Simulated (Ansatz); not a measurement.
**AlH5N2S: ionisation energy by level of theory**

Aim: the vertical ionisation energy of AlH5N2S, as cation minus neutral at the neutral's geometry, on several levels, and how well −ε(HOMO) stands in for it.

Computed with Ansatz 0.2.0, Gaussian basis. Level: unrestricted cation, the program's frozen cores in correlated methods.

Levels to be run: UKS PBE-D4/def2-TZVPP; UKS r2SCAN-D4/def2-TZVPP; UKS PBE0-D4/def2-TZVPP; UKS B3LYP-D4/def2-TZVPP; UKS wB97X-V/def2-TZVPP; UKS wB97M-V/def2-TZVPP; UKS B2PLYP/def2-TZVPP; UHF-CCSD(T)/def2-TZVPP; UHF-MP2/def2-QZVPP; extrapolation to the limit; then −ε(HOMO) from the neutral's earlier runs with LDA (SPW92), PBE-D4, revPBE-D4, BLYP-D4, r2SCAN-D4, B97M-V, PBE0-D4, B3LYP-D4, r2SCANh-D4, r2SCAN0-D4, HSE06-D4, BHLYP-D4, CAM-B3LYP-D4, LC-ωPBE, ωB97X-V, ωB97M-V.

## 1. Structure used throughout

An earlier PBE0-D4 in a triple-zeta def2 set relaxation fixed the geometry.

SMILES `[NH2][Al]([NH2])[SH]`, 9 atoms, charge 0, spin multiplicity 1.

Atoms are counted from 1 here; the program's logs count them from 0.

Bond lengths: N1–Al2 1.765 Å, N1–H5 1.006 Å, N1–H6 1.006 Å, Al2–N3 1.763 Å, Al2–S4 2.191 Å, N3–H7 1.006 Å, N3–H8 1.006 Å, S4–H9 1.344 Å. Angles: Al2–N1–H5 124.9°, Al2–N1–H6 124.9°, H5–N1–H6 110.2°, N1–Al2–N3 121.7°, N1–Al2–S4 120.7°, N3–Al2–S4 117.6°, Al2–N3–H7 124.2°, Al2–N3–H8 125.5°, H7–N3–H8 110.3°, Al2–S4–H9 93.0°.

## 2. Cation, UKS PBE-D4/def2-TZVPP

File in.yaml:

```yaml
crystal:
  periodic: [false, false, false]
  atoms:
    - {symbol: N, position_ang: [-0.333367, 1.123465, -1.020110]}
    - {symbol: Al, position_ang: [-0.067311, -0.155269, 0.167345]}
    - {symbol: N, position_ang: [1.403688, -1.127799, 0.168833]}
    - {symbol: S, position_ang: [-1.572721, -0.590682, 1.698035]}
    - {symbol: H, position_ang: [-1.199348, 1.619232, -1.146758]}
    - {symbol: H, position_ang: [0.351506, 1.445464, -1.683627]}
    - {symbol: H, position_ang: [1.646776, -1.784232, 0.891663]}
    - {symbol: H, position_ang: [2.111334, -1.118836, -0.546267]}
    - {symbol: H, position_ang: [-2.251959, 0.542458, 1.453686]}
basis:
  gaussian: {orbitals: def2-TZVPP}
total_charge: 1
magnetization: {spin_polarized: true, initial_magnetization: 1}
hamiltonian: {xc: pbe, dispersion: d4}
```

Started as:

```
ansatz run in.yaml --threads 4 --pin off --events-out ev --progress --plain --max-ram 10444MiB
```

The runs that follow: Cation, UKS r2SCAN-D4/def2-TZVPP; Cation, UKS PBE0-D4/def2-TZVPP; Cation, UKS B3LYP-D4/def2-TZVPP; Cation, UKS wB97X-V/def2-TZVPP; Cation, UKS wB97M-V/def2-TZVPP; Cation, UKS B2PLYP (frozen core)/def2-TZVPP; Cation, UHF-CCSD(T)/def2-TZVPP; Cation, UHF-MP2/def2-QZVPP.

**Question.** What will the summary of the whole plan be? Wanted: ionisation energy, CCSD(T)/CBS; nearest functional by difference; nearest −ε(HOMO); −ε(HOMO) of PBE; T1 of the cation.

The runs gave:

```
                        quantity               value
  ionisation energy, CCSD(T)/CBS             9.82 eV
nearest functional by difference  ωB97X-V (-0.23 eV)
                nearest −ε(HOMO)  LC-ωPBE (+0.11 eV)
                 −ε(HOMO) of PBE             5.70 eV
                T1 of the cation               0.044
```

**Reading.** By cation minus neutral, the functionals miss by 1.17 eV at most. The PBE orbital energy is 4.1 eV too small: a semilocal HOMO is no ionisation energy. Among orbital estimates LC-ωPBE comes nearest. Hartree-Fock falls 1.48 eV short, as the neutral has more correlation energy than the cation. The cation's T1 (from the report) is 0.044, near the customary mark of 0.045 for open shells, so the coupled-cluster value is less safe. The cation may have settled in a state other than its lowest; no search over hole states beyond the program's own was made.
